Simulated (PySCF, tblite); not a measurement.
# C5H9OSi radical: geometry, infrared bands and EPR parameters

Aim: predict the infrared bands and EPR parameters of C5H9OSi radical (`[SiH2]O/C=C\C1CC1`).

Programs: tblite 0.8.0 and PySCF 2.14.0, with density-fitted response routines of our own. Each step states its level of theory. These are calculated values for one molecule in the gas phase, unless marked as measured. Atoms are numbered from 0 throughout.

### Step 1. Starting geometry

16 atoms, charge 0, multiplicity 2; geometry from: force field or distance geometry start.

Bonds of the start (Å): Si0–O1 1.67, O1–C2 1.37, C2–C3 1.35, C3–C4 1.47, C4–C5 1.52, C5–C6 1.50, C6–C4 1.51, Si0–H7 1.49, Si0–H8 1.48, C2–H9 1.08, C3–H10 1.09, C4–H11 1.09, C5–H12 1.08, C5–H13 1.09, C6–H14 1.09, C6–H15 1.09.

### Step 2. Optimising the geometry with GFN2-xTB

The job: settings as JSON, then the geometry in Å.

```
{"job": {"kind": "relax", "xc": "GFN2-xTB", "basis": "xTB"}, "charge": 0, "multiplicity": 2}
Si     3.360400    -0.708300    -0.731000
O      1.722100    -0.611900    -0.398200
C      1.237100     0.393600     0.390700
C     -0.078400     0.514900     0.660200
C     -1.140900    -0.398600     0.227300
C     -1.685600    -0.242400    -1.180000
C     -2.523800     0.156700    -0.004900
H      4.125900    -0.807600     0.541500
H      3.788400     0.535100    -1.417400
H      1.944600     1.110300     0.771600
H     -0.385900     1.336300     1.300000
H     -1.069200    -1.410200     0.613800
H     -1.948800    -1.143300    -1.706100
H     -1.275800     0.544200    -1.809300
H     -2.709300     1.219300     0.157400
H     -3.368500    -0.479200     0.267300
```

Run with:

```bash
> OMP_NUM_THREADS=1 python probes_run.py task.json out
```

One launch serves the whole session: the jobs run in the order shown.

The program printed:

```text
step      E/eV     max force
  0    -571.97836    1.568
  1    -572.02445    1.227
  2    -572.04993    0.303
  3    -572.06026    0.246
  4    -572.06433    0.184
  5    -572.06746    0.184
  6    -572.07222    0.194
  7    -572.07643    0.200
  8    -572.07932    0.151
  9    -572.08145    0.152
 10    -572.08382    0.147
 11    -572.08705    0.221
 12    -572.09115    0.240
 13    -572.09537    0.162
 14    -572.09885    0.152
 15    -572.10142    0.158
 16    -572.10345    0.113
 17    -572.10509    0.096
 18    -572.10640    0.101
 19    -572.10760    0.086
 20    -572.10886    0.094
 21    -572.11005    0.096
 22    -572.11099    0.064
 23    -572.11171    0.057
 24    -572.11237    0.072
 25    -572.11322    0.083
 26    -572.11445    0.108
 27    -572.11618    0.122
 28    -572.11833    0.129
 29    -572.12057    0.110
 30    -572.12263    0.105
 31    -572.12452    0.100
 32    -572.12627    0.114
 33    -572.12769    0.086
 34    -572.12877    0.069
 35    -572.12970    0.067
 36    -572.13059    0.074
 37    -572.13152    0.074
 38    -572.13248    0.060
 39    -572.13338    0.067
 40    -572.13427    0.079
 41    -572.13527    0.093
 42    -572.13638    0.074
 43    -572.13748    0.096
 44    -572.13839    0.094
 45    -572.13904    0.061
 46    -572.13955    0.055
 47    -572.14004    0.055
 48    -572.14048    0.056
 49    -572.14092    0.064
 50    -572.14137    0.058
 51    -572.14199    0.047
 52    -572.14239    0.055
 53    -572.14315    0.076
 54    -572.14402    0.080
 55    -572.14527    0.096
 56    -572.14671    0.085
 57    -572.14813    0.084
 58    -572.14939    0.088
 59    -572.15067    0.100
 60    -572.15236    0.155
 61    -572.15474    0.158
 62    -572.15881    0.159
 63    -572.16298    0.141
 64    -572.16655    0.189
 65    -572.16900    0.202
 66    -572.17165    0.177
 67    -572.17369    0.108
 68    -572.17568    0.088
 69    -572.17705    0.103
 70    -572.17898    0.123
 71    -572.18027    0.099
 72    -572.18124    0.064
 73    -572.18184    0.057
 74    -572.18239    0.057
 75    -572.18316    0.068
 76    -572.18423    0.076
 77    -572.18538    0.077
 78    -572.18653    0.086
 79    -572.18770    0.081
 80    -572.18903    0.086
 81    -572.19023    0.076
 82    -572.19169    0.098
 83    -572.19301    0.092
 84    -572.19453    0.115
 85    -572.19591    0.091
 86    -572.19723    0.070
 87    -572.19785    0.069
 88    -572.19869    0.059
 89    -572.19950    0.082
 90    -572.20025    0.091
 91    -572.20099    0.091
 92    -572.20186    0.057
 93    -572.20268    0.063
 94    -572.20343    0.111
 95    -572.20429    0.158
 96    -572.20559    0.185
 97    -572.20725    0.134
 98    -572.20926    0.170
 99    -572.21101    0.169
100    -572.21306    0.211
101    -572.21500    0.193
102    -572.21820    0.195
103    -572.22162    0.164
104    -572.22430    0.159
105    -572.22617    0.140
106    -572.22716    0.232
107    -572.23059    0.137
108    -572.23212    0.109
109    -572.23391    0.112
110    -572.23475    0.076
111    -572.23542    0.063
112    -572.23581    0.049
113    -572.23628    0.053
114    -572.23663    0.043
115    -572.23700    0.036
116    -572.23722    0.032
117    -572.23738    0.030
118    -572.23760    0.033
119    -572.23780    0.033
120    -572.23798    0.032
121    -572.23811    0.037
122    -572.23828    0.033
123    -572.23857    0.029
124    -572.23895    0.043
125    -572.23951    0.054
126    -572.24010    0.061
127    -572.24045    0.065
128    -572.24025    0.088
129    -572.24109    0.038
130    -572.24131    0.036
131    -572.24163    0.039
132    -572.24195    0.045
133    -572.24234    0.057
134    -572.24223    0.122
135    -572.24313    0.054
136    -572.24356    0.043
137    -572.24152    0.233
138    -572.24415    0.042
139    -572.24446    0.046
140    -572.24196    0.268
141    -572.24496    0.039
142    -572.24527    0.044
143    -572.24341    0.267
144    -572.24592    0.046
145    -572.24627    0.051
146    -572.24633    0.175
147    -572.24711    0.048
148    -572.24740    0.048
149    -572.24818    0.094
150    -572.24869    0.046
151    -572.24913    0.046
152    -572.24985    0.055
153    -572.25054    0.056
154    -572.25109    0.058
155    -572.25150    0.051
156    -572.25174    0.038
157    -572.25185    0.062
158    -572.25216    0.043
159    -572.25244    0.044
160    -572.25293    0.045
161    -572.25348    0.056
162    -572.25426    0.083
163    -572.25478    0.066
164    -572.25612    0.069
165    -572.25688    0.070
166    -572.25756    0.103
167    -572.25795    0.075
168    -572.25848    0.042
169    -572.25883    0.043
170    -572.25936    0.053
171    -572.26021    0.061
172    -572.26138    0.078
173    -572.26245    0.086
174    -572.26354    0.071
175    -572.26433    0.069
176    -572.26492    0.066
177    -572.26545    0.059
178    -572.26603    0.069
179    -572.26649    0.047
180    -572.26676    0.044
181    -572.26699    0.036
182    -572.26720    0.034
183    -572.26734    0.038
184    -572.26745    0.039
185    -572.26755    0.041
186    -572.26769    0.043
187    -572.26794    0.044
188    -572.26829    0.050
189    -572.26867    0.046
190    -572.26896    0.043
191    -572.26917    0.030
192    -572.26930    0.034
193    -572.26941    0.028
194    -572.26949    0.024
195    -572.26955    0.015
196    -572.26958    0.011
197    -572.26959    0.007
```

Run time: 1.1 s. Hardware: 1 thread of Arm Neoverse V2, shared host.

Relaxation path: (not every step is listed)

```
step  energy from step 0 (eV)  largest force (eV/Å)
   0                   0.0000                1.5678
   1                  -0.0461                1.2265
   2                  -0.0716                0.3035
   3                  -0.0819                0.2464
   4                  -0.0860                0.1840
   5                  -0.0891                0.1838
   6                  -0.0939                0.1939
   7                  -0.0981                0.2004
   8                  -0.1010                0.1506
  26                  -0.1361                0.1082
  44                  -0.1600                0.0938
  62                  -0.1805                0.1585
  80                  -0.2107                0.0860
  98                  -0.2309                0.1699
 116                  -0.2589                0.0318
 134                  -0.2639                0.1224
 152                  -0.2715                0.0548
 170                  -0.2810                0.0525
 188                  -0.2899                0.0497
 192                  -0.2909                0.0337
 193                  -0.2911                0.0275
 194                  -0.2911                0.0244
 195                  -0.2912                0.0150
 196                  -0.2912                0.0110
 197                  -0.2912                0.0070
```

Distances of close pairs at the start and the end, largest changes first:

```
  bond  before (Å)  after (Å)  change (Å)
Si0–O1       1.675      1.627      -0.047
Si0–H8       1.483      1.449      -0.035
Si0–H7       1.488      1.458      -0.031
 O1–C2       1.367      1.341      -0.026
 C2–C3       1.348      1.333      -0.015
C6–H15       1.092      1.079      -0.013
C6–H14       1.091      1.080      -0.011
 C4–C5       1.517      1.507      -0.010
```

The final coordinates are the input of the step that follows.

### Step 3. Vibrational analysis with GFN2-xTB

The job: settings as JSON, then the geometry in Å.

```
{"job": {"kind": "ir", "xc": "GFN2-xTB", "basis": "xTB"}, "charge": 0, "multiplicity": 2}
Si     3.417309    -1.003863     0.183923
O      1.933086    -0.375747    -0.042578
C      1.256138     0.689840     0.410692
C     -0.064345     0.819222     0.279242
C     -0.932034    -0.182160    -0.355075
C     -2.129474     0.267351    -1.151584
C     -2.327453    -0.397783     0.170683
H      4.422379     0.017804     0.450755
H      3.559305    -1.796938    -1.019923
H      1.852330     1.458896     0.889866
H     -0.534778     1.713457     0.657559
H     -0.400200    -1.053523    -0.714642
H     -2.377116    -0.279424    -2.048475
H     -2.318753     1.327885    -1.221194
H     -2.650988     0.209543     1.002551
H     -2.713005    -1.405616     0.191083
```

The program printed:

```text
mode    cm-1     km/mol
  1      47.3      0.57
  2      78.3      0.87
  3      91.3      0.84
  4     126.7      0.94
  5     202.4      0.82
  6     255.7      3.49
  7     311.4      3.50
  8     497.5      2.24
  9     585.4     59.29
 10     593.2     17.50
 11     620.2     70.89
 12     717.3    166.35
 13     780.3     39.80
 14     783.2      9.53
 15     803.0     10.51
 16     854.5      0.32
 17     872.3      0.13
 18     897.3      2.51
 19     950.6      6.29
 20    1017.8     33.30
 21    1063.0      1.55
 22    1067.7     24.50
 23    1099.9      0.21
 24    1115.5     86.68
 25    1156.2      0.12
 26    1190.4     93.68
 27    1239.2     12.49
 28    1271.9    111.08
 29    1322.3     11.27
 30    1396.8     62.82
 31    1437.5      0.03
 32    1484.8      2.17
 33    1678.6    113.04
 34    2285.7    350.68
 35    2376.5    313.00
 36    3009.8     51.66
 37    3061.5      9.61
 38    3087.8     22.04
 39    3089.2     32.41
 40    3090.1      7.40
 41    3092.9     20.20
 42    3110.8     87.61
```

Wall time 0.42 s (1 thread of Arm Neoverse V2, shared host).

Which atoms move in the most intense modes:

```
cm⁻¹  km/mol                                   atoms
 717   166.3                        H8 49 %, H7 46 %
1116    86.7              O1 27 %, H10 22 %, C3 14 %
1190    93.7    C4 19 %, H11 16 %, O1 16 %, H10 14 %
1272   111.1     H10 30 %, O1 16 %, H9 14 %, C2 12 %
1679   113.0                        C3 48 %, C2 46 %
2286   350.7                                 H7 97 %
2376   313.0                                 H8 97 %
3111    87.6  H12 22 %, H13 21 %, H15 21 %, H14 20 %
```

### Step 4. g tensor and hyperfine couplings: B3LYP/pcH-1

The job, as its differences from that of step 3:

```diff
@@ -1,2 +1,2 @@
-{"job": {"kind": "ir", "xc": "GFN2-xTB", "basis": "xTB"}, "charge": 0, "multiplicity": 2}
+{"job": {"kind": "epr", "basis": "pcH-1"}, "charge": 0, "multiplicity": 2}
 Si     3.417309    -1.003863     0.183923
```

Level: UKS B3LYP, pcH-1 on C H O Si, non-relativistic, mean-field spin-orbit, GIAO.

The program printed:

```text
UKS, coarse grid
  cycle   1  E = -560.50788760  |g| = 5.33e-01
  cycle   2  E = -560.26000674  |g| = 9.41e-01
  cycle   3  E = -560.61224224  |g| = 1.11e-01
  cycle   4  E = -560.61521020  |g| = 6.78e-02
  cycle   5  E = -560.61738666  |g| = 1.82e-02
  cycle   6  E = -560.61753799  |g| = 6.72e-03
  cycle   7  E = -560.61756064  |g| = 1.05e-03
  cycle   8  E = -560.61756084  |g| = 6.09e-04
UKS, final grid
  cycle   1  E = -560.61756100  |g| = 7.63e-04
  cycle   2  E = -560.61756069  |g| = 1.13e-03
  cycle   3  E = -560.61756132  |g| = 1.38e-04
  cycle   4  E = -560.61756133  |g| = 4.44e-05
  cycle   5  E = -560.61756133  |g| = 3.06e-05
  cycle   6  E = -560.61756133  |g| = 1.44e-05
E = -560.61756133 Eh   <S^2> = 0.7519 (exact 0.7500)
g shifts (ppm)      1          2          3
  rmc          -153       -153       -153
  gc             63         25         55
  oz_so        -823        -61       2003
  total        -913       -189       1905
hyperfine (MHz)  atom isotope    a_iso     a_fc   dipolar eigenvalues
    0  29Si    -528.07    -529.04   -149.21     74.33     74.88
    1   17O     -23.65     -23.56    -37.31     18.04     19.28
    2   13C      -6.65      -6.66     -5.52      1.43      4.10
    3   13C       5.22       5.24     -5.26     -4.45      9.71
    4   13C      -2.34      -2.34     -0.26     -0.11      0.37
    5   13C       2.92       2.92     -0.60     -0.57      1.17
    6   13C       2.97       2.97     -0.57     -0.56      1.13
    7    1H      94.42      94.42     -8.61      0.57      8.04
    8    1H      89.20      89.20     -8.08      0.47      7.61
    9    1H       1.52       1.52     -2.18     -1.94      4.12
   10    1H      -4.19      -4.19     -2.65     -0.50      3.16
   11    1H       0.10       0.10     -1.33     -0.83      2.16
   12    1H       0.64       0.64     -0.54     -0.19      0.73
   13    1H      -0.35      -0.35     -0.60     -0.34      0.94
   14    1H      -0.34      -0.34     -0.59     -0.38      0.96
   15    1H       0.74       0.74     -0.57     -0.18      0.75
```

Run time: 91 s. Hardware: 1 thread of Arm Neoverse V2, shared host; peak memory 0.97 GiB.

Principal g values 2.00141, 2.00213, 2.00422; g(iso) = 2.00259, against 2.00232 for a free electron.

Hyperfine couplings; where a row names several nuclei, a(iso) is their mean (it holds for fast rotation or exchange) and the dipolar term the largest among them:

```
  nuclei  isotope  a(iso) (MHz)  a(iso) (G, at g = 2.0023)  largest dipolar term (MHz)
     Si0     29Si        -528.1                     -188.4                      -149.2
  H7, H8       1H          91.8                       32.8                        -8.6
      O1      17O         -23.6                       -8.4                       -37.3
      C2      13C          -6.6                       -2.4                        -5.5
      C3      13C           5.2                        1.9                         9.7
     H10       1H          -4.2                       -1.5                         3.2
  C5, C6      13C           2.9                        1.1                         1.2
      C4      13C          -2.3                       -0.8                         0.4
      H9       1H           1.5                        0.5                         4.1
H12, H15       1H           0.7                        0.2                         0.8
H13, H14       1H          -0.3                       -0.1                         1.0
     H11       1H           0.1                        0.0                         2.2
```

Mulliken spin populations:

Si0 0.83; O1 0.07; C2 -0.04; C3 0.07; C4 -0.01; C5 0.00; C6 0.00; H7 0.04; H8 0.03; H9 0.00; H10 0.00; H11 0.00; H12 0.00; H13 0.00; H14 0.00; H15 0.00

In first order the couplings over 0.8 MHz of 1H give 12 distinct lines over 67.6 G, if the averaged nuclei exchange fast.

The fields below are evaluated on a grid from the run's orbitals.

ELF in a plane through or near 9 of the atoms.

Ten even steps from '0' (0.00) to '9' (1.00):
```
0000000000000000000000000000
0000000000000000000000000000
0000000000000001000000000000
0000000005700068500000000000
0000000059950399900000000000
0000110079980599900000000000
0006994029974599700000000000
0029998102736236200000000000
0049999312517327202100000000
0039999457753486446621000000
0005891158460153368841000000
0000231227870597536621000000
0000057622640899412200000000
0000199970100999201000000000
0000399992000584000000000000
0000299993000010000000000000
0000069961000000000000000000
0000002300000000000000000000
0000000000000000000000000000
0000000000000000000000000000
```
The map spans 14.1 Å across and 9.1 Å up, centred on the molecule. Atoms in the plane (x, y in Å): O1 (-2.0, -0.2), C2 (-1.2, 0.9), C3 (0.1, 0.9), C4 (0.9, -0.3), H7 (-4.4, 0.4), H8 (-3.6, -1.9), H9 (-1.8, 1.8), H10 (0.6, 1.9), H11 (0.4, -1.2).

log10 of the density (e/Å³) in the same plane.

Ten even steps from ' ' (-4.0) to '@' (1.4):
```
                                                        
                                                        
                ..::::::..::::::::..                    
              ..::--==------====--::                    
        ......::--==++++====++++==--....                
    ..::::::::--==++##**++**####++--::::..              
  ..::--======--==**############**==------::            
  ..::==++++++====**##@@##%%%%##**==++====--..          
  ..--==**##**++++**##@@##%%%%##**++**++==--::          
  ::--++**####****##%%##**############**++==::          
  ..::==++**######%%@@##++**##@@%%######++==::          
  ..::--==**####**####**++**##########**++==::          
    ..--==**####******++==**####**++**++==--::          
    ..--==**####**++======++****++==++====--..          
    ..::--++****++==--::::--====--------::..            
      ::--==++++==--::....::::::::::::::..              
      ..::--====--::..      ....                        
        ..::::::::..                                    
            ....                                        
                                                        
```
The map spans 14.1 Å across and 9.1 Å up, centred on the molecule. Atoms in the plane (x, y in Å): O1 (-2.0, -0.2), C2 (-1.2, 0.9), C3 (0.1, 0.9), C4 (0.9, -0.3), H7 (-4.4, 0.4), H8 (-3.6, -1.9), H9 (-1.8, 1.8), H10 (0.6, 1.9), H11 (0.4, -1.2).

On the surface of density 0.002 e/bohr³ the electrostatic potential runs, from the 1st to the 99th percentile, from -0.77 V near O1 to 1.14 V near H7.

The spin density lies nearest to Si0 61 %; H7 12 %; O1 10 %; H8 9 %.

### Step 5. Summary of results

```
                                 quantity                    value
strongest single infrared mode (GFN2-xTB)    2286 cm⁻¹, 351 km/mol
             zero-point energy (GFN2-xTB)            76.9 kcal/mol
                           g(iso) (B3LYP)                  2.00259
                                     ⟨S²⟩       0.752 (exact 0.75)
       largest a(iso) (averaged by class)  29Si on Si0, -528.1 MHz
    surface potential, 1st and 99th percentile       -0.77 V and 1.14 V
```

Over 197 steps the energy fell by 0.291 eV; of the close pairs, Si0–O1 changed most, 1.675 to 1.627 Å. All 42 modes are real, so the xTB geometry is a minimum. The strongest single mode, at 2286 cm⁻¹, moves mainly H7. Unscaled tight-binding wavenumbers are off by several per cent, some by more. Its intensities can rank the bands wrongly. Most of the unpaired spin sits on Si0 (0.83 e). The isotropic g lies 0.3 ppt above the free-electron value.
